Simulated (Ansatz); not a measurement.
**C₂H₆BFO: small, medium and large basis sets**

An exercise on one series of results from a longer session: the logs are not shown, and one member is left open.

Method: one geometry, several basis sets; program: Ansatz 0.2.0, Gaussian basis.

The runs, in order: PBE0-D4/def2-SVP; ωB97M-V/def2-SVP; PBE0-D4/def2-QZVPP; ωB97M-V/def2-QZVPP; the functionals' def2-TZVPP values are taken from earlier runs.

## The geometry

The geometry comes from an earlier relaxation with PBE0-D4 in a triple-zeta def2 set; it is a stationary point, not always the lowest conformer.

SMILES `BC(O)CF`, 11 atoms, charge 0, spin multiplicity 1.

Atoms are counted from 1 here; the program's logs count them from 0.

Bond lengths: B1–C2 1.551 Å, B1–H6 1.197 Å, B1–H7 1.194 Å, C2–O3 1.495 Å, C2–C4 1.502 Å, C2–H8 1.088 Å, O3–H9 0.963 Å, C4–F5 1.379 Å, C4–H10 1.096 Å, C4–H11 1.093 Å. Angles: C2–B1–H6 118.7°, C2–B1–H7 119.2°, H6–B1–H7 121.6°, B1–C2–O3 67.8°, B1–C2–C4 123.1°, B1–C2–H8 121.2°, O3–C2–C4 108.0°, O3–C2–H8 110.8°, C4–C2–H8 113.2°, C2–O3–H9 109.0°, C2–C4–F5 107.9°, C2–C4–H10 112.5°, C2–C4–H11 110.3°, F5–C4–H10 107.8°, F5–C4–H11 108.8°, H10–C4–H11 109.4°.

Set-up of the first run:

in.yaml

```yaml
crystal:
  periodic: [false, false, false]
  atoms:
    - {symbol: B, position_ang: [-0.861396, -0.242442, 1.067833]}
    - {symbol: C, position_ang: [0.363312, 0.186907, 0.219166]}
    - {symbol: O, position_ang: [0.201248, -1.298971, 0.265872]}
    - {symbol: C, position_ang: [0.256213, 0.619604, -1.214879]}
    - {symbol: F, position_ang: [0.146154, 1.994462, -1.236750]}
    - {symbol: H, position_ang: [-0.727962, -0.362920, 2.251232]}
    - {symbol: H, position_ang: [-1.934708, -0.311362, 0.549527]}
    - {symbol: H, position_ang: [1.297744, 0.488083, 0.689113]}
    - {symbol: H, position_ang: [0.821160, -1.661716, 0.907016]}
    - {symbol: H, position_ang: [1.139482, 0.344870, -1.801986]}
    - {symbol: H, position_ang: [-0.635847, 0.186485, -1.675544]}
basis:
  gaussian: {orbitals: def2-SVP}
hamiltonian: {xc: pbe0, dispersion: d4}
output: {orbitals: {seedname: orbitals}}
```

The run is started by

```sh
ansatz run in.yaml --threads 4 --pin off --events-out ev --progress --plain --max-ram 10444MiB
```

Among the steps run: PBE0-D4 in def2-SVP; ωB97M-V in def2-SVP; PBE0-D4 in def2-QZVPP; ωB97M-V in def2-QZVPP.

One table of the session follows, with a row left open; its other results are not shown here.

It belongs to the step «Functionals by basis». 

```
functional       basis  HOMO (eV)  LUMO (eV)
   PBE0-D4    def2-SVP          ?          ?
   PBE0-D4  def2-TZVPP      -8.36      -0.17
   PBE0-D4  def2-QZVPP      -8.39      -0.41
   ωB97M-V    def2-SVP     -10.65       2.16
   ωB97M-V  def2-TZVPP     -10.72       1.40
   ωB97M-V  def2-QZVPP     -10.74       0.90
```

Estimate the missing values for PBE0-D4, def2-SVP.

As computed: HOMO (eV): -8.31; LUMO (eV): 0.34. In the column «HOMO (eV)» it is the highest.
